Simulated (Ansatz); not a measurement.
The system is Ba2Tl5V3O12.

```
CELL_PARAMETERS angstrom
6.65272 0.04946 0.02017
2.86070 8.36464 0.00384
2.68279 2.46936 9.19569
ATOMIC_POSITIONS crystal
Ba 0.80419 0.04665 0.02264
Ba 0.21205 0.95157 0.34012
V 0.74540 0.70796 0.33582
V 0.25963 0.26599 0.03225
V 0.04074 0.07695 0.66106
Tl 0.25636 0.39847 0.35003
Tl 0.58966 0.34866 0.60553
Tl 0.57327 0.88069 0.66842
Tl 0.74552 0.49664 0.11648
Tl 0.11891 0.64206 0.74303
O 0.28433 0.09717 0.54175
O 0.85350 0.49575 0.34386
O 0.40255 0.20448 0.17282
O 0.88414 0.05377 0.55967
O 0.14017 0.47956 0.98899
O 0.54627 0.73631 0.48712
O 0.90594 0.24279 0.73262
O 0.61543 0.80058 0.18857
O 0.05538 0.16451 0.10164
O 0.08209 0.90404 0.80708
O 0.44178 0.20123 0.89187
O 0.94269 0.80417 0.30862
```

The cell was built by a generator and needn't be a form met in nature.

Base run:

```yaml
Program: Ansatz 0.2.0
Functional: LDA
Potentials_or_basis: all-electron LAPW, scalar-relativistic
Cutoff: 492 eV
Density_cutoff: 1968 eV
Basis_error_allowed: 0.003 eV/atom
k_mesh: 4 × 3 × 2
Occupations: fermi-dirac, width 0.05 eV
Spin: collinear spin, ferromagnetic start
Starting_moments: "[0.0, 0.0, 2.0, 2.0, 2.0, 0.0, 0.0, 0.0, 0.0, 0.0, 0.0, 0.0, 0.0, 0.0, 0.0, 0.0, 0.0, 0.0, 0.0, 0.0, 0.0, 0.0] μB"
```

Its results: band gap on the k mesh 2.81 eV, indirect (least direct gap 2.94 eV); pressure -4.8 GPa; net moment 0.00 μB per cell; largest force 0.732 eV/Å.

The run is repeated on the same cell with these changes: functional from LDA to PBE; hubbard terms from none to V d U = 3 eV. What comes out?

Band gap on the k mesh 2.91 eV, indirect (least direct gap 3.05 eV); pressure 0.2 GPa; net moment 0.00 μB per cell; largest force 0.093 eV/Å.

Several settings changed at once, so the effect can't be laid on one alone.

Caveats: spin-orbit coupling is left out, which as a rule narrows the gap of such compounds by several tenths of an eV; the magnetic state may not be the lowest (some runs); U is the effective U less J, on atomic orbitals that reach past the spheres (some runs); an odd mesh through Γ misses points on the zone boundary, where band edges often lie (some runs).

Not every run made on this cell is shown here.
